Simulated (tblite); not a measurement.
# As30H14: the cost of one run

Computed with tblite 0.8.0 and PySCF 2.14.0 and routines of our own; the level stands in each step. Atoms count from 0.

## Step 1: The system as given

44 atoms, charge 0, multiplicity 1; geometry from: force field, distance geometry or constructed start.

## Step 2: Geometry optimisation with GFN2-xTB

The job: settings as JSON, then the geometry in Å.

```
{"job": {"kind": "relax", "xc": "GFN2-xTB", "basis": "xTB"}, "charge": 0, "multiplicity": 1}
As    -1.095800     0.633700    -0.690400
As    -2.897600     1.673700     0.704300
As    -4.683000     0.633200    -0.687800
As    -4.688900    -1.431300     0.705000
As    -2.895400    -2.472600    -0.685400
As    -1.104000    -1.436200     0.708600
As     4.280600     3.744000    -0.692100
As     2.490200     4.780700     0.712700
As     0.695700     3.740200    -0.689200
As     0.690200     1.670300     0.712800
As     2.484700     0.634300    -0.690900
As     4.278000     1.669100     0.711200
As     6.070900     0.636200    -0.683800
As     2.489000    -1.436300     0.708500
As     4.278300    -2.466300    -0.688600
As     6.072400    -1.435100     0.717500
As    -6.481500    -2.469500    -0.687900
As    -6.483000    -4.546000     0.710200
As    -4.688800    -5.576400    -0.686300
As    -2.891600    -4.541700     0.713900
As     0.690700    -2.467600    -0.687300
As     2.485900     6.850700    -0.689000
As     0.696400     7.889400     0.717800
As    -1.104900     6.844900    -0.690300
As    -1.100200     4.780600     0.712100
As     0.686900    -4.543500     0.713700
As     2.487500    -5.575900    -0.689500
As     4.279900    -4.542000     0.712400
As    -2.893800     3.742700    -0.690800
As    -1.099600    -5.577800    -0.685400
H     -5.775200     1.265700     0.161300
H      5.369200     4.373300     0.162600
H      7.163800     1.265200     0.160500
H      7.166900    -2.066700    -0.136300
H     -7.571300    -1.839900     0.159100
H     -7.572000    -5.170000    -0.142900
H     -4.689000    -6.837400     0.158300
H      3.578300     7.481300     0.159800
H      0.694100     9.140200    -0.140100
H     -2.196100     7.482200     0.163600
H      2.486700    -6.839800     0.166200
H      5.377000    -5.177800    -0.136300
H     -3.980100     4.373000     0.158800
H     -1.098100    -6.838000     0.160600
```

Run with:

```bash
> OMP_NUM_THREADS=4 python large_run.py task.json out
```

This one command runs all jobs of the session in turn.

Q: Estimate the wall time and peak memory of this first job on 4 threads of Arm Neoverse N1, shared host.

About 44 s, with a peak of 0.17 GiB.
